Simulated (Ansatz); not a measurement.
This was printed by a script on the Ansatz DFT code, driven from Python, for an SCF with some post-processing of Ba2ScNbO6, space group Fm-3m. What did the script look like? Settings: PBEsol, PAW, cutoff 450 eV, 4×4×4 k-points, fixed occupations.

`ba2scnbo6.extxyz`
```text
10
Lattice="0.0 4.14417038 4.14417038 4.14417038 0.0 4.14417038 4.14417038 4.14417038 0.0" Properties=species:S:1:pos:R:3 pbc="T T T"
Ba    2.07208519    2.07208519    2.07208519
Ba    6.21625557    6.21625557    6.21625557
Sc    4.14417038    4.14417038    4.14417038
Nb    0.00000000    0.00000000    0.00000000
O     2.02090129    4.14417038    4.14417038
O     6.26743947    4.14417038    4.14417038
O     4.14417038    2.02090129    4.14417038
O     4.14417038    6.26743947    4.14417038
O     4.14417038    4.14417038    2.02090129
O     4.14417038    4.14417038    6.26743947
```

```console
$ python analyse_ba2scnbo6.py
  iteration   1  Harris-Foulkes -21714.01143 eV  residual 3.13e-01
  iteration   2  Harris-Foulkes -21713.94987 eV  residual 4.17e-02
  iteration   3  Harris-Foulkes -21713.94138 eV  residual 2.79e-03
  iteration   4  Harris-Foulkes -21713.94101 eV  residual 1.29e-04
  iteration   5  Harris-Foulkes -21713.94104 eV  residual 1.10e-05
  iteration   6  Harris-Foulkes -21713.94116 eV  residual 8.29e-07
  iteration   7  Harris-Foulkes -21713.94116 eV  residual 1.09e-07
  iteration   8  Harris-Foulkes -21713.94116 eV  residual 2.66e-09
F = E - TS               -21713.94116 eV
E                        -21713.94116 eV
Harris-Foulkes           -21713.94116 eV
Fermi level                   9.48186 eV
sum of w f eps = -265.2172 eV, reported band energy -265.2172 eV
# site	symbol	l	j	q
# orbitals = lowdin
# n_electrons = 80.000000
# spilling = 0.009663
0	Ba	0_5S	-	1.924623
0	Ba	0_6S	-	0.337409
0	Ba	1_5P	-	5.944613
1	Ba	0_5S	-	1.924623
1	Ba	0_6S	-	0.337409
1	Ba	1_5P	-	5.944613
2	Sc	0_3S	-	1.956871
2	Sc	0_4S	-	0.447385
2	Sc	1_3P	-	5.987222
2	Sc	2_3D	-	1.596401
3	Nb	0_4S	-	1.926148
3	Nb	0_5S	-	0.507001
3	Nb	1_4P	-	5.982187
3	Nb	2_4D	-	3.289705
4	O	0_2S	-	1.777018
4	O	1_2P	-	5.076434
5	O	0_2S	-	1.777018
5	O	1_2P	-	5.076434
6	O	0_2S	-	1.777018
6	O	1_2P	-	5.076434
7	O	0_2S	-	1.777018
7	O	1_2P	-	5.076434
8	O	0_2S	-	1.777018
8	O	1_2P	-	5.076434
9	O	0_2S	-	1.777018
9	O	1_2P	-	5.076434

cubic Fm-3m 40 atoms in the conventional cell
a b c (A): [8.2883, 8.2883, 8.2883]  angles: [90.0, 90.0, 90.0]
mass density 5.932 g/cm^3
F without smearing: -21713.94116 eV
F without dispersion: -21713.94116 eV
```

One script that gives this output:

`analyse_ba2scnbo6.py`:
```python
'''Electronic structure of Ba2ScNbO6, looked at from several sides.'''

from pathlib import Path
import warnings

import ansatz as az
import numpy as np
from pymatgen.core import Structure
from pymatgen.symmetry.analyzer import SpacegroupAnalyzer

CUTOFF = 450
SMEARING = 'Fixed'

warnings.simplefilter('ignore', az.DeckWarning)

system = az.Crystal.from_extxyz('ba2scnbo6.extxyz')

job = system.calculation()
job = job.functional(az.Functional.PBESOL)
job = job.basis(CUTOFF)
job = job.kpoints(4).occupations(SMEARING)
job = job.band_table()
job = job.populations()
def show(event):
    row = event['data']
    if event['event'] == 'scf_iter' and row.get('harris_foulkes_ev') is not None:
        print(f'  iteration {row["iter"]:3d}  Harris-Foulkes {row["harris_foulkes_ev"]:.5f} eV  residual {row["dr2_ev"]:.2e}')


res = job.session().plan().execute(on_event=show)
rep = res.report

print('%-22s %14.5f eV' % ('F = E - TS', rep['free_energy_ev']))
print('%-22s %14.5f eV' % ('E', rep['internal_energy_ev']))
print('%-22s %14.5f eV' % ('Harris-Foulkes', rep['harris_foulkes_ev']))
print('%-22s %14.5f eV' % ('Fermi level', rep['fermi_energy_ev']))

# the band energy is the weighted sum of filled levels
eps, occ = np.array(rep['eigenvalues_ev']), np.array(rep['occupations'])
wk = np.tile(rep['kweights'], len(eps) // len(rep['kweights']))
print(f'sum of w f eps = {wk @ (eps * occ).sum(axis=1):.4f} eV, reported band energy {rep["components"]["e_band"]:.4f} eV')

files = Path(res.write_results('tables'))
print((files / 'populations.tsv').read_text())

final = Structure(res.lattice.cell_ang, [s.symbol for s in res.lattice.sites], [s.position_frac for s in res.lattice.sites])
analyser = SpacegroupAnalyzer(final, symprec=0.01)
standard = analyser.get_conventional_standard_structure()
print(analyser.get_crystal_system(), analyser.get_space_group_symbol(), len(standard), 'atoms in the conventional cell')
print('a b c (A):', [round(x, 4) for x in standard.lattice.abc], ' angles:', [round(x, 2) for x in standard.lattice.angles])
print(f'mass density {float(final.density):.3f} g/cm^3')

for term in (az.EnergyTerm.SMEARING, az.EnergyTerm.DISPERSION):
    print(f'F without {term.name.lower()}: {az.free_energy_without(rep, term):.5f} eV')
```

Notes:
- Total energies depend on the potentials; only differences at equal settings carry meaning. A total without «per atom» is that of the cell as typed.
- The run is spin-unpolarised.
- With fixed filling the reported Fermi level is the top filled level among the k-points of the SCF.
- An absolute Fermi energy rests on an arbitrary zero of the periodic potential and has no direct meaning.
- The structure comes from a database of computed cells and needn't be a stable or known phase.
- Levels are Kohn-Sham eigenvalues on this mesh, without spin-orbit coupling.
- Timing: 6.1 s on 1 thread of Arm Neoverse V1 (shared host), peak memory 0.55 GiB.

(Lines on the test bed's own set-up are left out of the output.)
